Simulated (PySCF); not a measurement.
# One shape, several levels: CH3AlF2Si (SMILES F[Si]1(F)[CH2][AlH]1)

Wanted: a comparison of 6 runs (HF/def2-SVP, B3LYP/6-31G*, B3LYP/cc-pVDZ, B3LYP/pcseg-1, r2SCAN/6-311+G**, BLYP/pcseg-2) of CH3AlF2Si. Input form: a Python script.

Program for the calculation: PySCF 2.14.0.

## Step 1: The structure to begin with

The species is CH3AlF2Si (8 atoms), meant as a singlet with charge 0. As SMILES, `F[Si]1(F)[CH2][AlH]1`. Geometry: relaxed at PBE0-D4/def2-TZVP.

Bond lengths: F1–Si2 1.597 Å, Si2–F3 1.594 Å, Si2–C4 1.856 Å, Si2–Al5 2.326 Å, C4–Al5 1.982 Å, C4–H6 1.090 Å, C4–H7 1.110 Å, Al5–H8 1.583 Å. Some angles: F1–Si2–F3 105.2°, F1–Si2–C4 113.0°, F1–Si2–Al5 117.6°, F3–Si2–C4 118.1°, F3–Si2–Al5 135.7°, C4–Si2–Al5 55.2°, Si2–C4–Al5 74.5°, Si2–Al5–C4 50.3°, Si2–C4–H6 128.6°, Si2–C4–H7 104.0°.

## Step 2: Energy and forces at HF/def2-SVP (run 1)

File calc.py:

```python
from pyscf import gto, scf

mol = gto.Mole()
mol.atom = [
    ('F', (0.512500, -1.279800, 1.912900)),
    ('Si', (0.620800, -0.879800, 0.370200)),
    ('F', (2.073100, -1.353900, -0.084200)),
    ('C', (0.133000, 0.880900, 0.041800)),
    ('Al', (-1.330300, -0.222700, -0.713100)),
    ('H', (0.193300, 1.739000, 0.710900)),
    ('H', (0.645500, 1.128500, -0.911200)),
    ('H', (-2.755800, -0.069300, -1.383200)),
]
mol.verbose = 4
mol.max_memory = 1860
mol.spin = 0
mol.charge = 0
mol.basis = 'def2-svp'
mol.build()

hf = scf.RHF(mol)
hf.conv_tol = 1e-10
hf.kernel()
if not hf.converged:
    hf = hf.newton().run(hf.mo_coeff, hf.mo_occ)

etot = hf.e_tot
print('E = %.10f Eh' % etot)
grad = hf.nuc_grad_method().kernel()
hf.analyze()
```

Launch:

```console
$ OMP_NUM_THREADS=1 python calc.py
```

The log of the run:

```text
PySCF version 2.14.0

[... 82 lines left out ...]
One-electron Energy =                -1614.859106326428901
[... 13 lines left out ...]
MO #9   energy= -4.30410407784563  occ= 2
[... 11 lines left out ...]
MO #21  energy= -0.649659776814779 occ= 2
[... 11 lines left out ...]
MO #33  energy= 0.22344549857839   occ= 0
[... 11 lines left out ...]
MO #45  energy= 0.598022411832734  occ= 0
[... 11 lines left out ...]
MO #57  energy= 1.0001545418052    occ= 0
[... 11 lines left out ...]
MO #69  energy= 1.79471170728646   occ= 0
[... 11 lines left out ...]
MO #81  energy= 2.70365255364389   occ= 0
[... 11 lines left out ...]
MO #93  energy= 4.02566774264284   occ= 0
[... 104 lines left out ...]
Dipole moment(X, Y, Z, Debye): -2.39597,  1.28360, -1.83067
```

It took 17 s on 1 thread of Intel Xeon at 2.50GHz (Skylake/Cascade Lake), shared host; peak memory 0.19 GiB.

## Step 3: Energy and forces at B3LYP/6-31G(d) (spherical functions) (run 2)

File input.py:

```python
# F[Si]1(F)[CH2][AlH]1
from pyscf import gto, dft

mol = gto.M(
    atom='''
F      0.968485    -2.418471     3.614857
Si     1.173142    -1.662581     0.699577
F      3.917591    -2.558500    -0.159115
C      0.251334     1.664660     0.078991
Al    -2.513903    -0.420842    -1.347564
H      0.365284     3.286234     1.343406
H      1.219818     2.132556    -1.721918
H     -5.207707    -0.130958    -2.613869
''',
    unit='bohr',
    verbose=3,
    max_memory=1860,
    basis='6-31g*',
)

ks = dft.RKS(mol)
ks.xc = 'b3lyp'
ks.grids.level = 5
ks.conv_tol = 1e-10
ks.kernel()
if not ks.converged:
    ks = ks.newton().run(ks.mo_coeff, ks.mo_occ)

e_final = ks.e_tot
print('E = %.10f Eh' % e_final)
grad = ks.nuc_grad_method().kernel()
dip = ks.dip_moment()
pop, q = ks.mulliken_pop()
```

Launch:

```console
$ OMP_NUM_THREADS=1 python input.py
```

The log of the run:

```text
converged SCF energy = -771.576468353269
[... 9 lines left out ...]
Dipole moment(X, Y, Z, Debye): -1.69994,  1.31303, -1.32442
[... 93 lines left out ...]
charge of    7H =     -0.04954
```

Wall time 68 s (1 thread of Intel Xeon at 2.50GHz (Skylake/Cascade Lake), shared host); peak memory 0.82 GiB.

Runs 3 to 5 aren't shown in full; the table further down has their settings and results.

## Step 4: Energy and forces at BLYP/pcseg-2 (run 6)

File calc.py:

```python
# F[Si]1(F)[CH2][AlH]1
from pyscf import gto, dft

mol = gto.M(
    atom=[
    ('F', (0.512500, -1.279800, 1.912900)),
    ('Si', (0.620800, -0.879800, 0.370200)),
    ('F', (2.073100, -1.353900, -0.084200)),
    ('C', (0.133000, 0.880900, 0.041800)),
    ('Al', (-1.330300, -0.222700, -0.713100)),
    ('H', (0.193300, 1.739000, 0.710900)),
    ('H', (0.645500, 1.128500, -0.911200)),
    ('H', (-2.755800, -0.069300, -1.383200)),
],
    verbose=4,
    max_memory=1860,
    basis='pcseg-2',
)

ks = dft.RKS(mol)
ks.xc = 'blyp'
ks.conv_tol = 1e-10
ks.grids.level = 5
ks.kernel()
if not ks.converged:
    ks = ks.newton().run(ks.mo_coeff, ks.mo_occ)

etot = ks.e_tot
print('E(%s) = %.9f' % ('BLYP', etot))
grad = ks.nuc_grad_method().kernel()
ks.analyze()
```

Launch:

```console
$ OMP_NUM_THREADS=1 python calc.py
```

The log of the run:

```text
PySCF version 2.14.0

[... 104 lines left out ...]
DFT Exchange-Correlation Energy =      -67.148123676732240
[... 26 lines left out ...]
MO #25  energy= -0.333590296062827 occ= 2
[... 24 lines left out ...]
MO #50  energy= 0.353867668376982  occ= 0
[... 24 lines left out ...]
MO #75  energy= 0.910333521713916  occ= 0
[... 24 lines left out ...]
MO #100 energy= 1.72214936159707   occ= 0
[... 24 lines left out ...]
MO #125 energy= 2.86746825370509   occ= 0
[... 24 lines left out ...]
MO #150 energy= 4.03922037744445   occ= 0
[... 24 lines left out ...]
MO #175 energy= 4.66539044697951   occ= 0
[... 24 lines left out ...]
MO #200 energy= 15.0873665301294   occ= 0
[... 211 lines left out ...]
Dipole moment(X, Y, Z, Debye): -1.91862,  1.35188, -1.42782
```

Run time: 6.5 min. Hardware: 1 thread of Intel Xeon at 2.50GHz (Skylake/Cascade Lake), shared host; peak memory 3.2 GiB.

## Step 5: All runs side by side

| run | level | integration grid | energy (Eh) | dipole moment (D) | HOMO energy (eV) | LUMO energy (eV) | wall time |
| --- | --- | --- | --- | --- | --- | --- | --- |
| 1 | HF/def2-SVP | – | -769.038635 | 3.28 | -8.95 | 0.66 | 17 s |
| 2 | B3LYP/6-31G* (spherical functions) | 5 | -771.576468 | 2.52 | -6.23 | -2.23 | 68 s |
| 3 | B3LYP/cc-pVDZ | 5 | -771.608329 | 2.72 | -6.26 | -2.31 | 71 s |
| 4 | B3LYP/pcseg-1 | 5 | -771.553417 | 3.03 | -6.47 | -2.43 | 78 s |
| 5 | r2SCAN/6-311+G** | 5 | -771.510480 | 3.15 | -5.82 | -2.80 | 2.6 min |
| 6 | BLYP/pcseg-2 | 5 | -771.702982 | 2.75 | -5.44 | -2.84 | 6.5 min |

## Step 6: Outcome

| quantity | value |
| --- | --- |
| run 6: total energy | -771.70298 Eh |
| run 6: dipole moment | 2.75 D |
| run 6: HOMO energy | -5.44 eV |
| run 6: LUMO energy | -2.84 eV |
| run 6: HOMO–LUMO gap | 2.59 eV |
| run 6: largest force on an atom | 0.849 eV/Å |

What this shows: The dipole moment (its size) runs from 2.52 D (B3LYP/6-31G*) to 3.28 D (HF/def2-SVP). The two ends differ in method and basis. The HOMO–LUMO gap runs from 2.59 eV (BLYP/pcseg-2) to 9.61 eV (HF/def2-SVP). Totals of different functionals can't be ranked against each other. All runs together took 13 min, the longest 6.5 min.
